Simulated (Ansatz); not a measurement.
# H5NSi: the cost of one run

The runs use Ansatz 0.2.0, Gaussian basis; PBE0-D4/def2-TZVP structures, single points in def2-TZVPP, no counterpoise correction.

Levels: SPW92, PBE-D4, BLYP-D4, r2SCAN-D4, B97M-V, PBE0-D4, B3LYP-D4, r2SCAN0-D4, BHLYP-D4, CAM-B3LYP-D4, wB97X-V, wB97M-V, B2PLYP, PBE-QIDH, RPA on PBE, Hartree-Fock, MP2, CCSD, CCSD(T).

Cores are frozen in the correlated methods. B3LYP uses VWN-RPA correlation. B2PLYP carries no dispersion term here.

114 further runs of the same task are left out: 1 that didn't finish, 113 set aside as unsound or not needed.

## 1. Starting geometry

The complex: 11 atoms, charge 0, spin multiplicity 1.

Atoms are counted from 1 here; the program's logs count them from 0.

Bond lengths: Si1–H2 1.523 Å, Si1–H3 1.481 Å, Si1–H4 1.481 Å, Si1–N5 1.699 Å, N5–H10 1.006 Å, N5–H11 1.011 Å, H6–F7 0.936 Å, H8–F9 0.944 Å. Angles: H2–Si1–H3 104.3°, H2–Si1–H4 104.0°, H2–Si1–N5 115.0°, H3–Si1–H4 112.5°, H3–Si1–N5 111.0°, H4–Si1–N5 109.9°, Si1–N5–H10 120.8°, Si1–N5–H11 120.7°, H10–N5–H11 112.0°.

Geometry (Å):

```xyz
11

Si   -0.3888   -1.2264    0.5143
H     1.0559   -0.9087    0.8763
H    -0.2864   -2.0658   -0.7015
H    -0.8928   -1.9829    1.6842
N    -1.3734    0.1298    0.2361
H     0.9327    1.6066   -1.3033
F     0.1692    1.7428   -1.8282
H     1.7184    0.2989    0.2685
F     2.0693    1.0489   -0.1850
H    -1.7883    0.6313    1.0035
H    -1.2159    0.7257   -0.5649
```

Its parts: SiNH5 holds atoms 1, 2, 3, 4, 5, 10, 11; HF holds atoms 6, 7; HF holds atoms 8, 9. Each part counts its atoms afresh in its own runs.

## 2. Relaxing SiNH5 alone

The input, relax-a/in.yaml:

```yaml
crystal:
  periodic: [false, false, false]
  atoms:
    - {symbol: Si, position_ang: [-0.388814, -1.226397, 0.514328]}
    - {symbol: H, position_ang: [1.055930, -0.908692, 0.876322]}
    - {symbol: H, position_ang: [-0.286354, -2.065790, -0.701455]}
    - {symbol: H, position_ang: [-0.892826, -1.982868, 1.684184]}
    - {symbol: N, position_ang: [-1.373415, 0.129751, 0.236148]}
    - {symbol: H, position_ang: [-1.788304, 0.631274, 1.003523]}
    - {symbol: H, position_ang: [-1.215936, 0.725687, -0.564903]}
basis:
  gaussian: {orbitals: def2-TZVP}
hamiltonian: {xc: pbe0, dispersion: d4}
relax: {f_tol: 0.005, max_steps: 200}
```

Command:

```
ansatz run in.yaml --threads 4 --pin off --events-out ev --progress --plain --max-ram 9574MiB
```

**Question.** How long does this run take on 4 threads of Intel Xeon at 2.50GHz, shared host?

About 9.5 s.
